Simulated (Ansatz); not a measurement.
Here is an Ansatz input file for CH4MgOS, SMILES C[S][Mg][OH]. Write the same calculation for the Python package.

```yaml
crystal:
  periodic: [false, false, false]
  atoms:
    - { symbol: C, position_ang: [0.197, 1.5089, -0.3419] }
    - { symbol: S, position_ang: [1.5964, 0.7654, 0.397] }
    - { symbol: Mg, position_ang: [0.4331, -1.3813, 0.5216] }
    - { symbol: O, position_ang: [-0.3936, -3.139, 0.6441] }
    - { symbol: H, position_ang: [0.3694, 2.616, -0.5694] }
    - { symbol: H, position_ang: [-0.0956, 1.0587, -1.3091] }
    - { symbol: H, position_ang: [-0.6877, 1.4768, 0.3428] }
    - { symbol: H, position_ang: [-1.3268, -2.9626, 0.2591] }
basis:
  gaussian:
    orbitals: def2-SVPD
hamiltonian:
  xc: cam_b3lyp
output:
  orbitals: {}
```

`energy.py`
```python
'''Electronic structure of the CH4MgOS molecule.'''

from pathlib import Path

import ansatz
from ase import Atoms

BASIS_SET = 'def2-SVPD'
FUNCTIONAL = 'cam_b3lyp'

atoms = Atoms(['C', 'S', 'Mg', 'O', 'H', 'H', 'H', 'H'], positions=[
    (0.197, 1.5089, -0.3419),
    (1.5964, 0.7654, 0.397),
    (0.4331, -1.3813, 0.5216),
    (-0.3936, -3.139, 0.6441),
    (0.3694, 2.616, -0.5694),
    (-0.0956, 1.0587, -1.3091),
    (-0.6877, 1.4768, 0.3428),
    (-1.3268, -2.9626, 0.2591),
])
ch4mgos = ansatz.Crystal.molecule_from_ase(atoms)

setup = (
    ch4mgos.calculation()
    .basis(gaussian=BASIS_SET)
    .functional(FUNCTIONAL)
    .orbitals()
)
result = setup.run(runs_dir='ch4mgos_runs')
data = result.report

print('reference energy %16.6f eV' % data['reference_energy_ev'])
print('total energy     %16.6f eV' % data['free_energy_ev'])
print('occupied orbitals outside the frozen core (up, down):', data['n_occupied'], ' frozen:', data['n_frozen'], ' virtual:', data['n_virtual'])

lines = Path(data['orbitals_path']).read_text().splitlines()
field_of = lambda key: [line.split('=')[1].strip() for line in lines if line.startswith(key)]
orbitals = [(27.211386 * float(e), s, float(n)) for e, s, n in zip(field_of('Ene='), field_of('Spin='), field_of('Occup='))]
homo = max(e for e, _, n in orbitals if n > 0.5)
lumo = min(e for e, _, n in orbitals if n < 0.5)
for e, spin, n in sorted(orbitals):
    if homo - 6 < e < lumo + 5:
        print(f'{spin:6s} {e:10.3f} eV  occupation {n:.0f}')
```

```console
$ python energy.py
reference energy    -19422.209894 eV
total energy        -19422.209894 eV
occupied orbitals outside the frozen core (up, down): [23, 23]  frozen: 0  virtual: [100, 100]
Alpha     -13.586 eV  occupation 2
Alpha     -13.509 eV  occupation 2
Alpha     -13.245 eV  occupation 2
Alpha     -11.668 eV  occupation 2
Alpha     -10.357 eV  occupation 2
Alpha      -9.558 eV  occupation 2
Alpha      -8.703 eV  occupation 2
Alpha      -7.739 eV  occupation 2
Alpha      -1.174 eV  occupation 0
Alpha       0.079 eV  occupation 0
Alpha       0.276 eV  occupation 0
Alpha       0.869 eV  occupation 0
Alpha       1.605 eV  occupation 0
Alpha       1.954 eV  occupation 0
Alpha       2.002 eV  occupation 0
Alpha       2.081 eV  occupation 0
Alpha       2.518 eV  occupation 0
Alpha       2.908 eV  occupation 0
Alpha       2.930 eV  occupation 0
Alpha       3.483 eV  occupation 0
```

Notes:
- Total energies depend on the basis set; only differences at equal settings carry meaning.
- The geometry is a force-field or estimated start, not a minimum of this method, and the basis set is short of its limit.
- Alpha marks a spatial orbital of a restricted run, filled by both spins.
- Levels such as HOMO and LUMO are orbital energies: with these approximate functionals they aren't the ionisation energy and electron affinity, and their gap isn't the fundamental gap.
- Wall time of the script: 9.9 s on 1 thread of Arm Neoverse N1, with other jobs on the host, peak memory 0.36 GiB.

(Lines on the test bed's own set-up are left out of the output.)
